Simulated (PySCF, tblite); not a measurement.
# C5H10BNO: geometry, infrared bands and NMR shifts

Aim: predict the infrared bands and NMR shifts of C5H10BNO (`N#C[BH2-][O+]1CCCC1`).

The runs use tblite 0.8.0 and PySCF 2.14.0, with density-fitted response routines of our own; the level of theory stands in each step. All values are computed, except where a source is named. Atoms are numbered from 0 throughout.

## 1. Starting geometry

18 atoms, charge 0, multiplicity 1; geometry from: force field or distance geometry start.

Bonds of the start (Å): N0–C1 1.18, C1–B2 1.51, B2–O3 1.47, O3–C4 1.38, C4–C5 1.50, C5–C6 1.53, C6–C7 1.53, C7–O3 1.41, B2–H8 1.18, B2–H9 1.21, C4–H10 1.12, C4–H11 1.11, C5–H12 1.09, C5–H13 1.11, C6–H14 1.10, C6–H15 1.11, C7–H16 1.10, C7–H17 1.12.

## 2. Relaxing the molecule with GFN2-xTB

The job: settings as JSON, then the geometry in Å.

```
{"job": {"kind": "relax", "xc": "GFN2-xTB", "basis": "xTB"}, "charge": 0, "multiplicity": 1}
N      2.833400    -1.254100    -0.211300
C      2.227800    -0.239300    -0.286000
B      1.463800     1.063400    -0.355200
O      0.009100     0.896000    -0.420700
C     -0.362900    -0.246600    -1.100300
C     -1.379600    -0.979900    -0.273100
C     -0.817800    -0.654800     1.109800
C     -0.565700     0.831900     0.869500
H      1.788200     1.769100     0.535000
H      1.768200     1.643600    -1.367800
H     -0.745700     0.008700    -2.124600
H      0.538100    -0.888300    -1.202400
H     -1.448200    -2.051500    -0.457400
H     -2.331200    -0.430200    -0.422700
H      0.121800    -1.177800     1.324100
H     -1.587300    -0.835500     1.889000
H      0.077600     1.284100     1.636900
H     -1.598500     1.267500     0.845400
```

The run is started by

```bash
OMP_NUM_THREADS=1 python probes_run.py task.json out
```

One launch serves the whole session: the jobs run in the order shown.

**Question.** This job is followed by: GFN2-xTB harmonic vibrations, gas phase; GIAO PBE0/pcSseg-1 NMR shielding, non-relativistic, gas phase. Predict these results of the whole session: strongest single infrared mode (GFN2-xTB); zero-point energy (GFN2-xTB); ¹³C shifts against TMS (PBE0/pcSseg-1, means over atoms taken as alike); ¹H shifts against TMS (PBE0/pcSseg-1, means over atoms taken as alike); ¹⁵N shifts against NH3 (PBE0/pcSseg-1); ¹¹B shifts against BF3·OEt2 (PBE0/pcSseg-1); ¹⁷O shifts against H2O (PBE0/pcSseg-1).

The runs gave:

| quantity | value |
| --- | --- |
| strongest single infrared mode (GFN2-xTB) | 2500 cm⁻¹, 180 km/mol |
| zero-point energy (GFN2-xTB) | 92.2 kcal/mol |
| ¹³C shifts against TMS (PBE0/pcSseg-1, means over atoms taken as alike) | 133.8, 75.8, 27.6 ppm |
| ¹H shifts against TMS (PBE0/pcSseg-1, means over atoms taken as alike) | 4.30, 3.05, 2.15 ppm |
| ¹⁵N shifts against NH3 (PBE0/pcSseg-1) | 342.8 ppm |
| ¹¹B shifts against BF3·OEt2 (PBE0/pcSseg-1) | -10.7 ppm |
| ¹⁷O shifts against H2O (PBE0/pcSseg-1) | 52.4 ppm |

**Reading.** The optimisation took 155 steps and gained 0.754 eV; among the close pairs (by a distance rule), B2–O3 changed most, from 1.466 to 1.630 Å. No mode is imaginary among the 48: a minimum at this level. GFN2-xTB is a fitted tight-binding method: band positions and strengths are rough. Its intensities can rank the bands wrongly. H10, H11, H16, H17 (mean) (hydrogen on an sp3 CH2 bonded to O) lies farthest downfield among hydrogen, at 4.30 ppm; its carbon carries O, hence the downfield position. At PBE0/pcSseg-1: The widest tensor belongs to N0: span 529 ppm, with a paramagnetic part of -415 ppm.
